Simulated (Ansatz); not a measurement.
**CH6OSi2: a ladder of functionals and wavefunction methods**

Aim: compute CH6OSi2 with functionals from several rungs and with coupled cluster, and see how far each lands from CCSD(T) at the basis-set limit for the atomisation energy.

Computed with Ansatz 0.2.0, Gaussian basis. Level: functionals in def2-TZVPP, the program's frozen cores in correlated methods.

Plan: LDA (SPW92), PBE-D4, revPBE-D4, BLYP-D4, r2SCAN-D4, B97M-V, PBE0-D4, B3LYP-D4, r2SCANh-D4, r2SCAN0-D4, HSE06-D4, BHLYP-D4, CAM-B3LYP-D4, LC-ωPBE, ωB97X-V, ωB97M-V, B2PLYP, PBE-QIDH; CCSD(T)/def2-SVP; CCSD(T)/def2-TZVPP; MP2/def2-QZVPP; extrapolation to the limit; RPA on PBE.

## (1) The geometry

All runs share one geometry, relaxed beforehand with PBE0-D4 in a triple-zeta def2 set.

SMILES `O=C[SiH2][SiH3]`, 10 atoms, charge 0, spin multiplicity 1.

Atoms are counted from 1 here; the program's logs count them from 0.

Bond lengths: O1–C2 1.204 Å, C2–Si3 1.928 Å, C2–H5 1.117 Å, Si3–Si4 2.343 Å, Si3–H6 1.489 Å, Si3–H7 1.484 Å, Si4–H8 1.487 Å, Si4–H9 1.486 Å, Si4–H10 1.487 Å. Angles: O1–C2–Si3 122.8°, O1–C2–H5 119.5°, Si3–C2–H5 117.7°, C2–Si3–Si4 107.8°, C2–Si3–H6 108.2°, C2–Si3–H7 108.8°, Si4–Si3–H6 109.6°, Si4–Si3–H7 111.7°, H6–Si3–H7 110.6°, Si3–Si4–H8 110.2°, Si3–Si4–H9 109.8°, Si3–Si4–H10 109.4°, H8–Si4–H9 109.4°, H8–Si4–H10 109.0°, H9–Si4–H10 109.1°.

Coordinates:

| atom | x (Å) | y (Å) | z (Å) |
| --- | --- | --- | --- |
| O1 | -1.2162 | -0.2668 | -2.4115 |
| C2 | -1.2104 | 0.3703 | -1.3904 |
| Si3 | 0.4028 | 0.7443 | -0.4026 |
| Si4 | 0.5865 | -0.8519 | 1.3024 |
| H5 | -2.1759 | 0.7426 | -0.9688 |
| H6 | 0.2777 | 2.1020 | 0.1969 |
| H7 | 1.5576 | 0.6896 | -1.3335 |
| H8 | 1.7768 | -0.5664 | 2.1464 |
| H9 | 0.7160 | -2.2081 | 0.7097 |
| H10 | -0.6318 | -0.8067 | 2.1543 |

## (2) LDA

This LDA is Slater exchange with PW92 correlation.

Contents of in.yaml:

```yaml
crystal:
  periodic: [false, false, false]
  atoms:
    - {symbol: O, position_ang: [-1.216151, -0.266843, -2.411504]}
    - {symbol: C, position_ang: [-1.210417, 0.370313, -1.390391]}
    - {symbol: Si, position_ang: [0.402789, 0.744252, -0.402569]}
    - {symbol: Si, position_ang: [0.586544, -0.851884, 1.302404]}
    - {symbol: H, position_ang: [-2.175884, 0.742596, -0.968812]}
    - {symbol: H, position_ang: [0.277725, 2.101988, 0.196888]}
    - {symbol: H, position_ang: [1.557576, 0.689596, -1.333472]}
    - {symbol: H, position_ang: [1.776776, -0.566358, 2.146422]}
    - {symbol: H, position_ang: [0.715981, -2.208134, 0.709697]}
    - {symbol: H, position_ang: [-0.631839, -0.806725, 2.154337]}
basis:
  gaussian: {orbitals: def2-TZVPP}
hamiltonian: {xc: lda}
output: {orbitals: {seedname: orbitals}}
```

Launch:

```sh
$ ansatz run in.yaml --threads 2 --pin off --events-out ev --progress --plain --max-ram 4352MiB
```

After this run come: PBE-D4 (GGA); revPBE-D4 (GGA); BLYP-D4 (GGA); r2SCAN-D4 (meta-GGA); B97M-V (meta-GGA); B3LYP-D4 (hybrid); r2SCANh-D4 (hybrid); r2SCAN0-D4 (hybrid); HSE06-D4 (hybrid); BHLYP-D4 (hybrid); CAM-B3LYP-D4 (range-separated); LC-ωPBE (range-separated); ωB97X-V (range-separated); ωB97M-V (range-separated); B2PLYP (double hybrid); PBE-QIDH (double hybrid); CCSD(T) in def2-SVP; CCSD(T) in def2-TZVPP; MP2 in def2-QZVPP; RPA on PBE orbitals.

Q: Predict the results of all the runs planned. Wanted: atomisation energy, CCSD(T)/CBS; farthest beyond LDA; mean size of error, GGA; mean size of error, meta-GGA; mean size of error, hybrid; mean size of error, range-separated; mean size of error, double hybrid; gap, smallest and largest; T1 diagnostic.

As calculated:

| quantity | value |
| --- | --- |
| atomisation energy, CCSD(T)/CBS | 34.317 eV |
| functionals within 0.172 eV (0.5 %) | BLYP-D4, r2SCAN-D4, B97M-V, B3LYP-D4, CAM-B3LYP-D4, ωB97M-V |
| farthest beyond LDA | BHLYP-D4 (-0.930 eV) |
| mean size of error, GGA | 0.238 eV |
| mean size of error, meta-GGA | 0.086 eV |
| mean size of error, hybrid | 0.366 eV |
| mean size of error, range-separated | 0.167 eV |
| mean size of error, double hybrid | 0.486 eV |
| gap, smallest and largest | 2.66 eV (LDA (SPW92)), 10.38 eV (LC-ωPBE) |
| T1 diagnostic | 0.0156 |
| triples share of the correlation energy | 3.9 % |

LDA overbinds by 4.443 eV (13 %). PBE-D4 misses by +0.326 eV. Double hybrids carry the basis error of their MP2 part in triple zeta, and no dispersion term here, so their miss is partly the set-up's. The rungs meta-GGA, range-separated miss on average by less than the doubt on the reference (0.172 eV), so they tie. The reference freezes the cores and leaves out relativity and excitations past (T), so misses under about 0.172 eV can't be ranked. Hartree-Fock recovers 73 % of the binding; the rest is correlation. CCSD(T) in def2-SVP is off by -2.118 eV, which most functionals beat. Orbital gaps span 2.7 to 10.4 eV; exact exchange widens them.
